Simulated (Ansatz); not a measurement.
# Cl₂FGeH₃OSi: one species, many methods

How much do the methods differ for Cl₂FGeH₃OSi? The plan is to run it at one geometry with functionals of several rungs and with coupled cluster, and see how far each lands from CCSD(T) at the basis-set limit for the atomisation energy.

Computed with Ansatz 0.2.0, Gaussian basis. Level: functionals in def2-TZVPP, the program's frozen cores in correlated methods.

Plan: LDA (SPW92), PBE-D4, revPBE-D4, BLYP-D4, r2SCAN-D4, B97M-V, PBE0-D4, B3LYP-D4, r2SCANh-D4, r2SCAN0-D4, HSE06-D4, BHLYP-D4, CAM-B3LYP-D4, LC-ωPBE, ωB97X-V, ωB97M-V, B2PLYP, PBE-QIDH; CCSD(T)/def2-SVP; CCSD(T)/def2-TZVPP; CCSD(T)/def2-QZVPP; extrapolation to the limit; RPA on PBE.

## Step 1: The geometry

An earlier PBE0-D4 in a triple-zeta def2 set relaxation fixed the geometry.

SMILES `F[Si](Cl)(Cl)[O][GeH3]`, 9 atoms, charge 0, spin multiplicity 1.

Atoms are counted from 1 here; the program's logs count them from 0.

Bond lengths: F1–Si2 1.575 Å, Si2–Cl3 2.029 Å, Si2–Cl4 2.028 Å, Si2–O5 1.591 Å, O5–Ge6 1.792 Å, Ge6–H7 1.533 Å, Ge6–H8 1.533 Å, Ge6–H9 1.529 Å. Angles: F1–Si2–Cl3 107.8°, F1–Si2–Cl4 107.8°, F1–Si2–O5 108.9°, Cl3–Si2–Cl4 108.9°, Cl3–Si2–O5 111.6°, Cl4–Si2–O5 111.7°, Si2–O5–Ge6 138.2°, O5–Ge6–H7 107.2°, O5–Ge6–H8 107.2°, O5–Ge6–H9 104.3°, H7–Ge6–H8 112.2°, H7–Ge6–H9 112.7°, H8–Ge6–H9 112.7°.

Geometry (Å):

```xyz
9

F    -2.45271   -0.51419   -1.34859
Si   -0.89310   -0.43210   -1.14128
Cl   -0.14784    0.83662   -2.53816
Cl   -0.12817   -2.28339   -1.45969
O    -0.59500    0.08055    0.33557
Ge    0.82614    0.49135    1.34657
H     1.71692   -0.75498    1.40600
H     1.53183    1.67478    0.67507
H     0.23044    0.85505    2.70732
```

## Step 2: LDA

This LDA is Slater exchange with PW92 correlation.

in.yaml

```yaml
crystal:
  periodic: [false, false, false]
  atoms:
    - {symbol: F, position_ang: [-2.452712, -0.514186, -1.348588]}
    - {symbol: Si, position_ang: [-0.893102, -0.432095, -1.141277]}
    - {symbol: Cl, position_ang: [-0.147837, 0.836624, -2.538163]}
    - {symbol: Cl, position_ang: [-0.128168, -2.283389, -1.459692]}
    - {symbol: O, position_ang: [-0.595002, 0.080552, 0.335568]}
    - {symbol: Ge, position_ang: [0.826138, 0.491349, 1.346566]}
    - {symbol: H, position_ang: [1.716922, -0.754979, 1.405998]}
    - {symbol: H, position_ang: [1.531826, 1.674780, 0.675072]}
    - {symbol: H, position_ang: [0.230435, 0.855045, 2.707317]}
basis:
  gaussian: {orbitals: def2-TZVPP}
hamiltonian: {xc: lda}
output: {orbitals: {seedname: orbitals}}
```

The runs that follow: PBE-D4 (GGA); revPBE-D4 (GGA); BLYP-D4 (GGA); r2SCAN-D4 (meta-GGA); B97M-V (meta-GGA); PBE0-D4 (hybrid); B3LYP-D4 (hybrid); r2SCANh-D4 (hybrid); r2SCAN0-D4 (hybrid); HSE06-D4 (hybrid); BHLYP-D4 (hybrid); CAM-B3LYP-D4 (range-separated); LC-ωPBE (range-separated); ωB97X-V (range-separated); ωB97M-V (range-separated); B2PLYP (double hybrid); PBE-QIDH (double hybrid); CCSD(T) in def2-SVP; CCSD(T) in def2-TZVPP; CCSD(T) in def2-QZVPP; RPA on PBE orbitals.

Before running them: what should the planned runs give, taken together? Wanted: atomisation energy, CCSD(T)/CBS; farthest beyond LDA; mean size of error, GGA; mean size of error, meta-GGA; mean size of error, hybrid; mean size of error, range-separated; mean size of error, double hybrid; gap, smallest and largest; T1 diagnostic.

As calculated:

| quantity | value |
| --- | --- |
| atomisation energy, CCSD(T)/CBS | 3175.0 kJ/mol |
| functionals within 31.8 kJ/mol (1.0 %) | PBE-D4, r2SCAN-D4, B97M-V, ωB97X-V, ωB97M-V |
| farthest beyond LDA | BHLYP-D4 (-144.0 kJ/mol) |
| mean size of error, GGA | 66.5 kJ/mol |
| mean size of error, meta-GGA | 12.8 kJ/mol |
| mean size of error, hybrid | 74.6 kJ/mol |
| mean size of error, range-separated | 29.3 kJ/mol |
| mean size of error, double hybrid | 64.1 kJ/mol |
| gap, smallest and largest | 6.26 eV (LDA (SPW92)), 13.88 eV (LC-ωPBE) |
| T1 diagnostic | 0.0110 |
| triples share of the correlation energy | 3.6 % |

**Reading.** The LDA atomisation energy is off by 425.4 kJ/mol (13 %): it overbinds. PBE-D4 misses by -16.0 kJ/mol. Double hybrids carry the basis error of their MP2 part in triple zeta, and no dispersion term here, so their miss is partly the set-up's. The rungs meta-GGA, range-separated miss on average by less than the doubt on the reference (31.8 kJ/mol), so they tie. The reference freezes the cores and leaves out relativity and excitations past (T), and its outer-core shells are covered unevenly, so misses under about 31.8 kJ/mol can't be ranked. Hartree-Fock recovers 73 % of the binding; the rest is correlation. CCSD(T) in def2-SVP is off by -299.3 kJ/mol, worse than the median functional, from the basis alone. The gap grows from 6.3 to 13.9 eV across the functionals, mostly with the share of exact exchange. Correlated methods include outer-core shells of Ge, which these sets cover unevenly.
